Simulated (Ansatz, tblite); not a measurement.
# In3P3 wurtzite hole sphere (In₃P₃H₁₂): rung by rung

One table from this session's results is given with a row withheld; the runs are named, their logs left out.

Method: as each input shows; program: Ansatz 0.2.0, Gaussian basis.

Plan: GFN1-xTB, GFN2-xTB, PBE-D4/def2-TZVP, r2SCAN-D4/def2-TZVP, PBE-QIDH/def2-TZVP, CAM-B3LYP-D4/def2-TZVP, r2SCANh-D4/def2-TZVP, PBE-D4/def2-SVP, PBE0-D4/def2-SVP, PBE0-D4/def2-TZVPD, PBE-D4/def2-TZVPD, PBE-QIDH/def2-TZVPD, MP2/def2-TZVP, RPA/def2-TZVP.

6 further runs of the same task are left out: 3 that didn't finish, 3 set aside as unsound or not needed. Runs told in other sessions of the task aren't counted.

**The geometry**

The geometry is that of the singlet, from an earlier relaxation (r2SCAN-D4/def2-SVP).

18 atoms, charge 0, spin multiplicity 1.

Bond lengths: P1–In2 2.637 Å, P1–In4 2.637 Å, P1–H7 1.423 Å, P1–H8 1.423 Å, In2–P3 2.637 Å, In2–H9 1.724 Å, In2–H10 1.720 Å, P3–In6 2.637 Å, P3–H11 1.423 Å, P3–H12 1.423 Å, In4–P5 2.637 Å, In4–H13 1.724 Å, In4–H14 1.720 Å, P5–In6 2.637 Å, P5–H15 1.423 Å, P5–H16 1.423 Å, In6–H17 1.720 Å, In6–H18 1.724 Å. Angles: In2–P1–In4 130.0°, In2–P1–H7 105.4°, In2–P1–H8 107.2°, In4–P1–H7 105.3°, In4–P1–H8 107.2°, H7–P1–H8 96.8°, P1–In2–P3 95.5°, P1–In2–H9 107.1°, P1–In2–H10 106.3°, P3–In2–H9 107.1°, P3–In2–H10 106.3°, H9–In2–H10 129.4°, In2–P3–In6 130.1°, In2–P3–H11 107.3°, In2–P3–H12 105.3°, In6–P3–H11 107.1°, In6–P3–H12 105.4°, H11–P3–H12 96.8° and more.

In takes a core potential in the def2 sets. No spin-orbit coupling is included.

PBE0-D4/def2-TZVP was run before; its log isn't repeated, and its numbers join the tables.

Set-up of the first run:

Tight binding, by tblite at 300 K electronic temperature and without a spin-polarisation term:

```python
tblite.interface.Calculator('GFN1-xTB', numbers, positions, charge=0, uhf=0).singlepoint()
```

Tight binding, by tblite at 300 K electronic temperature and without a spin-polarisation term:

```python
tblite.interface.Calculator('GFN2-xTB', numbers, positions, charge=0, uhf=0).singlepoint()
```

start.molden holds the orbitals of an earlier run on this state, given as this run's starting guess.

Input file in.yaml:

```yaml
crystal:
  periodic: [false, false, false]
  atoms:
    - {symbol: P, position_ang: [-0.004217, -2.253719, -0.260027]}
    - {symbol: In, position_ang: [-2.393373, -1.376303, 0.431163]}
    - {symbol: P, position_ang: [-1.950457, 1.130275, -0.258961]}
    - {symbol: In, position_ang: [2.387755, -1.385166, 0.432492]}
    - {symbol: P, position_ang: [1.955048, 1.122796, -0.258888]}
    - {symbol: In, position_ang: [0.005516, 2.760489, 0.428394]}
    - {symbol: H, position_ang: [-0.006569, -3.641465, 0.054809]}
    - {symbol: H, position_ang: [-0.003097, -2.403076, -1.674979]}
    - {symbol: H, position_ang: [-3.518400, -2.022330, -0.704410]}
    - {symbol: H, position_ang: [-2.439720, -1.403693, 2.150615]}
    - {symbol: H, position_ang: [-2.081879, 1.208791, -1.673528]}
    - {symbol: H, position_ang: [-3.151355, 1.824200, 0.059458]}
    - {symbol: H, position_ang: [3.511645, -2.036074, -0.701390]}
    - {symbol: H, position_ang: [2.432921, -1.410118, 2.151990]}
    - {symbol: H, position_ang: [2.086007, 1.197519, -1.673669]}
    - {symbol: H, position_ang: [3.157448, 1.814921, 0.057276]}
    - {symbol: H, position_ang: [0.005272, 2.815997, 2.147803]}
    - {symbol: H, position_ang: [0.007424, 4.056937, -0.708158]}
basis:
  gaussian: {orbitals: def2-TZVP, initial_orbitals: start.molden}
hamiltonian: {xc: pbe, dispersion: d4}
scf: {omitted_lower_state_checks: [starts]}
output: {orbitals: {seedname: orbitals}}
```

Run with:

```bash
> ansatz run in.yaml --threads 4 --pin off --events-out ev --progress --plain --max-ram 4787MiB
```

Steps of the session up to this table: PBE-D4/def2-TZVP; r2SCAN-D4/def2-TZVP; PBE-QIDH/def2-TZVP; CAM-B3LYP-D4/def2-TZVP; r2SCANh-D4/def2-TZVP; PBE-D4/def2-SVP; PBE0-D4/def2-SVP; PBE0-D4/def2-TZVPD; PBE-D4/def2-TZVPD; PBE-QIDH/def2-TZVPD; MP2/def2-TZVP; RPA/def2-TZVP.

One table of the session follows, with a row left open; its other results are not shown here.

It belongs to the step «Binding energy». 

```
                 level  binding an atom (eV)
          HF/def2-TZVP                 1.698
       PBE-D4/def2-SVP                 2.396
      PBE-D4/def2-TZVP                 2.413
     PBE-D4/def2-TZVPD                 2.414
   r2SCAN-D4/def2-TZVP                 2.438
  r2SCANh-D4/def2-TZVP                 2.432
      PBE0-D4/def2-SVP                 2.393
     PBE0-D4/def2-TZVP                     ?
    PBE0-D4/def2-TZVPD                 2.413
CAM-B3LYP-D4/def2-TZVP                 2.454
         MP2/def2-TZVP                 2.243
```

**Question.** Estimate the row for PBE0-D4/def2-TZVP.

The run gave: binding an atom (eV): 2.412. In the column «binding an atom (eV)» it lies between PBE-D4/def2-SVP (2.396) and PBE-D4/def2-TZVP (2.413).

Limits of these values: Free atoms were run apart at each level; binding is atoms less cluster, divided by the number of atoms, without zero-point or spin-orbit terms.
